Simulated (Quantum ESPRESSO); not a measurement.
# GaGe3 (P1) in Quantum ESPRESSO: single point with LDA+D2

Aim: the single point of GaGe3 with LDA+D2.

Everything below comes from runs of Quantum ESPRESSO 7.5. Logs are shortened: lines on timing, memory, paths and dates and some standing lists are left out, and cuts for length are marked.

## (1) The structure

The typed cell holds 4 atoms: a = 4.278 Å, b = 4.278 Å, c = 4.278 Å, α = 90.00°, β = 90.00°, γ = 90.00°.

The cell comes from a database or a generator and needn't be the stable form of this composition.

## (2) Single point, LDA+D2

pw.in

```
&CONTROL
  calculation = 'scf'
  prefix = 'pwscf'
  outdir = './tmp'
  pseudo_dir = './pseudo'
  tprnfor = .true.
  tstress = .true.
  disk_io = 'nowf'
  verbosity = 'high'
/
&SYSTEM
  ibrav = 0
  nat = 4
  ntyp = 2
  ecutwfc = 45
  ecutrho = 360
  nbnd = 41
  occupations = 'smearing'
  smearing = 'mv'
  degauss = 0.01469973
  vdw_corr = 'grimme-d2'
/
&ELECTRONS
  conv_thr = 0.0001
  electron_maxstep = 120
  mixing_beta = 0.5
/
ATOMIC_SPECIES
Ga    69.7230 ga_lda_v1.4.uspp.F.UPF
Ge    72.6300 ge_lda_v1.4.uspp.F.UPF
CELL_PARAMETERS angstrom
   4.2784660000    0.0000000000    0.0000000000
   0.0000000000    4.2784660000    0.0000000000
   0.0000000000    0.0000000000    4.2784660000
ATOMIC_POSITIONS crystal
Ga     0.0080345200    0.9936634100    0.0012455100
Ge     0.9823803300    0.5031217500    0.5007972300
Ge     0.5083353400    0.0174969700    0.5009822000
Ge     0.5012498200    0.4857178800    0.9969750600
K_POINTS automatic
6 6 6 0 0 0
```

Potentials or basis: GBRV 1.5 LDA.

Launch:

```
OMP_NUM_THREADS=1 pw.x -in pw.in > pw.out
```

pw.out:

```text
This program is part of the open-source Quantum ESPRESSO suite
     for quantum simulation of materials; please cite
[... 6 lines left out ...]
     --------------------
     sticks:   dense  smooth     PW     G-vecs:    dense   smooth      PW
     Sum        1885     949    293                61205    21631    3695

     Using Slab Decomposition

     bravais-lattice index     =            0
     lattice parameter (alat)  =       8.0851  a.u.
     unit-cell volume          =     528.5193 (a.u.)^3
     number of atoms/cell      =            4
     number of atomic types    =            2
     number of electrons       =        61.00
     number of Kohn-Sham states=           41
     kinetic-energy cutoff     =      45.0000  Ry
     charge density cutoff     =     360.0000  Ry
     scf convergence threshold =      1.0E-04
     mixing beta               =       0.5000
     number of iterations used =            8  plain     mixing
     Exchange-correlation=  SLA  PZ   NOGX NOGC
                           (   1   1   0   0   0   0   0)

     celldm(1)=   8.085129  celldm(2)=   0.000000  celldm(3)=   0.000000
     celldm(4)=   0.000000  celldm(5)=   0.000000  celldm(6)=   0.000000

     crystal axes: (cart. coord. in units of alat)
               a(1) = (   1.000000   0.000000   0.000000 )
               a(2) = (   0.000000   1.000000   0.000000 )
               a(3) = (   0.000000   0.000000   1.000000 )

     reciprocal axes: (cart. coord. in units 2 pi/alat)
               b(1) = (  1.000000  0.000000  0.000000 )
               b(2) = (  0.000000  1.000000  0.000000 )
               b(3) = (  0.000000  0.000000  1.000000 )

     PseudoPot. # 1 for Ga read from file:
     ga_lda_v1.4.uspp.F.UPF
     Pseudo is Ultrasoft + core correction, Zval = 19.0
     Generated by new atomic code, or converted to UPF format
     Using radial grid of  871 points,  6 beta functions with:
                l(1) =   0
                l(2) =   0
                l(3) =   1
                l(4) =   1
                l(5) =   2
                l(6) =   2
     Q(r) pseudized with  8 coefficients,  rinner =    1.250   1.250   1.250
                                                       1.250   1.250

     PseudoPot. # 2 for Ge read from file:
     ge_lda_v1.4.uspp.F.UPF
     Pseudo is Ultrasoft + core correction, Zval = 14.0
     Generated by new atomic code, or converted to UPF format
     Using radial grid of  873 points,  6 beta functions with:
                l(1) =   0
                l(2) =   0
                l(3) =   1
                l(4) =   1
                l(5) =   2
                l(6) =   2
     Q(r) pseudized with  8 coefficients,  rinner =    1.400   1.400   1.400
                                                       1.400   1.400

     atomic species   valence    mass     pseudopotential
     Ga               19.00    69.72300     Ga( 1.00)
     Ge               14.00    72.63000     Ge( 1.00)

     No symmetry found

                                    s                        frac. trans.

      isym =  1     identity

 cryst.   s( 1) = (     1          0          0      )
                  (     0          1          0      )
                  (     0          0          1      )

[... 30 lines left out ...]
        k(    1) = (   0.0000000   0.0000000   0.0000000), wk =   0.0092593
        k(    2) = (   0.0000000   0.0000000   0.1666667), wk =   0.0185185
        k(    3) = (   0.0000000   0.0000000   0.3333333), wk =   0.0185185
        k(    4) = (   0.0000000   0.0000000  -0.5000000), wk =   0.0092593
        k(    5) = (   0.0000000   0.1666667   0.1666667), wk =   0.0185185
        k(    6) = (   0.0000000   0.1666667   0.3333333), wk =   0.0185185
[... 104 lines left out ...]
        k(  111) = (  -0.5000000   0.3333333   0.5000000), wk =   0.0185185
        k(  112) = (  -0.5000000   0.5000000   0.3333333), wk =   0.0185185

                       cryst. coord.
        k(    1) = (   0.0000000   0.0000000   0.0000000), wk =   0.0092593
        k(    2) = (   0.0000000   0.0000000   0.1666667), wk =   0.0185185
        k(    3) = (   0.0000000   0.0000000   0.3333333), wk =   0.0185185
        k(    4) = (   0.0000000   0.0000000  -0.5000000), wk =   0.0092593
        k(    5) = (   0.0000000   0.1666667   0.1666667), wk =   0.0185185
        k(    6) = (   0.0000000   0.1666667   0.3333333), wk =   0.0185185
[... 104 lines left out ...]
        k(  111) = (  -0.5000000   0.3333333   0.5000000), wk =   0.0185185
        k(  112) = (  -0.5000000   0.5000000   0.3333333), wk =   0.0185185

     Dense  grid:    61205 G-vectors     FFT dimensions: (  50,  50,  50)

     Smooth grid:    21631 G-vectors     FFT dimensions: (  36,  36,  36)

     Initial potential from superposition of free atoms

     starting charge      59.9979, renormalised to      61.0000
     Starting wfcs are   39 randomized atomic wfcs +    2 random wfcs

     Self-consistent Calculation

     iteration #  1     ecut=    45.00 Ry     beta= 0.50
     Davidson diagonalization with overlap

---- Real-time Memory Report at c_bands before calling an iterative solver
           243 MiB given to the printing process from OS
           227 MiB allocation reported by mallinfo(arena+hblkhd)
------------------
     ethr =  1.00E-02,  avg # of iterations =  5.5
[... 43 lines left out ...]
---- Real-time Memory Report at c_bands before calling an iterative solver
           423 MiB given to the printing process from OS
           247 MiB allocation reported by mallinfo(arena+hblkhd)
------------------
     ethr =  7.20E-07,  avg # of iterations =  3.0

     End of self-consistent calculation

          k = 0.0000 0.0000 0.0000 (  2721 PWs)   bands (ev):

   -83.7573 -83.7569 -83.7564 -14.6773 -14.6767 -14.6753 -14.6650 -14.6323
   -14.6297 -14.6036 -14.6001 -14.5982 -14.5840 -14.5795 -14.5565 -14.5482
   -14.5452 -14.5430  -4.5708  -4.5700  -4.5554  -4.5553  -4.5551  -2.3599
     4.4636   4.5058   6.2691   6.3965   6.4586   6.8702  12.7104  12.7222
    12.7445  13.6166  13.6410  13.6567  16.8428  16.8638  17.0835  17.2353
    17.2708
[... 1888 lines left out ...]
     occupation numbers
     1.0000   1.0000   1.0000   1.0000   1.0000   1.0000   1.0000   1.0000
     1.0000   1.0000   1.0000   1.0000   1.0000   1.0000   1.0000   1.0000
     1.0000   1.0000   1.0000   1.0000   1.0000   1.0000   1.0000   1.0000
     1.0000   1.0000   1.0000   1.0000   1.0000   1.0000   1.0000   0.0000
     0.0000   0.0000   0.0000   0.0000   0.0000   0.0000   0.0000   0.0000
     0.0000

     the Fermi energy is    10.1575 ev

!    total energy              =   -1054.23913403 Ry
     estimated scf accuracy    <       0.00002128 Ry
     smearing contrib. (-TS)   =      -0.00028596 Ry
     internal energy E=F+TS    =   -1054.23884807 Ry

     The total energy is F=E-TS. E is the sum of the following terms:
     one-electron contribution =    -701.46453342 Ry
     hartree contribution      =     399.05143856 Ry
     xc contribution           =    -219.28966056 Ry
     ewald contribution        =    -532.44452876 Ry
     Dispersion Correction     =      -0.09156389 Ry

     convergence has been achieved in   5 iterations

     Forces acting on atoms (cartesian axes, Ry/au):

     atom    1 type  1   force =     0.00554067   -0.00629273    0.00100908
     atom    2 type  2   force =    -0.00359303    0.00646810   -0.00029092
     atom    3 type  2   force =     0.00114799    0.00286882   -0.00033093
     atom    4 type  2   force =    -0.00309563   -0.00304419   -0.00038723
     The non-local contrib.  to forces
     atom    1 type  1   force =     0.00214420    0.00180929    0.00017970
     atom    2 type  2   force =    -0.07168883   -0.02457607    0.00746772
     atom    3 type  2   force =     0.05108989    0.07319155    0.00797835
     atom    4 type  2   force =     0.03688113   -0.07115424   -0.01213429
     The ionic contribution  to forces
     atom    1 type  1   force =     0.48136650   -0.76324831    0.10659529
     atom    2 type  2   force =     1.35764823    0.55837836   -0.17029238
     atom    3 type  2   force =    -1.15619590   -1.49516332   -0.18541890
     atom    4 type  2   force =    -0.68281883    1.70003327    0.24911599
     The local contribution  to forces
     atom    1 type  1   force =    -0.48211781    0.75909253   -0.10647433
     atom    2 type  2   force =    -1.28780392   -0.53030689    0.16274491
     atom    3 type  2   force =     1.10649417    1.42308321    0.17732804
     atom    4 type  2   force =     0.64485866   -1.63101462   -0.23711297
     The core correction contribution to forces
     atom    1 type  1   force =     0.00002067    0.00002412   -0.00000110
     atom    2 type  2   force =     0.00023232    0.00020812   -0.00005240
     atom    3 type  2   force =    -0.00033273   -0.00016014   -0.00004645
     atom    4 type  2   force =    -0.00040636    0.00044120    0.00001318
     The Hubbard contrib.    to forces
     atom    1 type  1   force =     0.00000000    0.00000000    0.00000000
     atom    2 type  2   force =     0.00000000    0.00000000    0.00000000
     atom    3 type  2   force =     0.00000000    0.00000000    0.00000000
     atom    4 type  2   force =     0.00000000    0.00000000    0.00000000
     The SCF correction term to forces
     atom    1 type  1   force =     0.00325584   -0.00343646    0.00059194
     atom    2 type  2   force =     0.00080894    0.00247229   -0.00029352
     atom    3 type  2   force =    -0.00120987   -0.00087257   -0.00032232
     atom    4 type  2   force =    -0.00192581    0.00086799    0.00020607

     Dispersion contribution to forces:
     atom    1 type  1   force =     0.00094640   -0.00061657    0.00013571
     atom    2 type  2   force =    -0.00271465    0.00020961    0.00015288
     atom    3 type  2   force =     0.00137755    0.00270741    0.00016848
     atom    4 type  2   force =     0.00039070   -0.00230046   -0.00045707

     Total force =     0.012442     Total SCF correction =     0.006037

     Total Dispersion Force =     0.004862
     SCF correction compared to forces is large: reduce conv_thr to get better values

     Computing stress (Cartesian axis) and pressure

          total   stress  (Ry/bohr**3)                   (kbar)     P=      -78.51
  -0.00053493   0.00000261  -0.00000005          -78.69        0.38       -0.01
   0.00000261  -0.00053014  -0.00000021            0.38      -77.99       -0.03
  -0.00000005  -0.00000021  -0.00053596           -0.01       -0.03      -78.84

     kinetic stress (kbar)  12914.62     -0.56      0.11
                               -0.56  12915.96     -0.14
                                0.11     -0.14  12912.99

     local   stress (kbar)   6236.03   -254.97     44.67
                             -254.97   6145.84    -33.95
                               44.67    -33.95   5947.30

     nonloc. stress (kbar)   5331.46      1.70     -0.35
                                1.70   5334.18      0.50
                               -0.35      0.50   5332.04

     hartree stress (kbar)  36974.13    102.70    -18.01
                              102.70  37006.62     13.06
                              -18.01     13.06  37088.97

     exc-cor stress (kbar)  15488.06      0.00      0.00
                                0.00  15488.06      0.00
                                0.00      0.00  15488.06

     corecor stress (kbar) -27539.83     -0.10      0.02
                               -0.10 -27539.97     -0.03
                                0.02     -0.03 -27539.90

     ewald   stress (kbar) -49475.69    151.61    -26.44
                              151.61 -49421.26     20.50
                              -26.44     20.50 -49300.65

     hubbard stress (kbar)      0.00      0.00      0.00
                                0.00      0.00      0.00
                                0.00      0.00      0.00

     DFT-D   stress (kbar)     -7.48      0.01     -0.00
                                0.01     -7.42      0.03
                               -0.00      0.03     -7.65

     XDM     stress (kbar)      0.00      0.00      0.00
                                0.00      0.00      0.00
                                0.00      0.00      0.00

     dft-nl  stress (kbar)      0.00      0.00      0.00
                                0.00      0.00      0.00
                                0.00      0.00      0.00

     TS-vdW  stress (kbar)      0.00      0.00      0.00
                                0.00      0.00      0.00
                                0.00      0.00      0.00

     MDB     stress (kbar)      0.00      0.00      0.00
                                0.00      0.00      0.00
                                0.00      0.00      0.00

     3D-RISM stress (kbar)      0.00      0.00      0.00
                                0.00      0.00      0.00
                                0.00      0.00      0.00

=------------------------------------------------------------------------------=
   JOB DONE.
=------------------------------------------------------------------------------=
```

Run time: 2.3 min. Hardware: 1 thread of Intel Xeon Platinum 8259CL at 2.50GHz (Skylake/Cascade Lake), shared host; peak memory 0.44 GiB.

The run converged, but some of its settings lie outside the range that counts as converged (typed here: conv_thr = 0.0001; verbose = yes), so its numbers aren't taken as properties of the crystal.

Results:

```yaml
Free_energy: -14343.6541 eV
Pressure: -7.9 GPa
Largest_force: 0.217 eV/Å
Band_gap_on_the_k_mesh: none (metal or under the smearing width)
```

Caveat: D2 keeps the scale fitted for PBE; pairwise dispersion overbinds metals, which lowers pressure and volume.
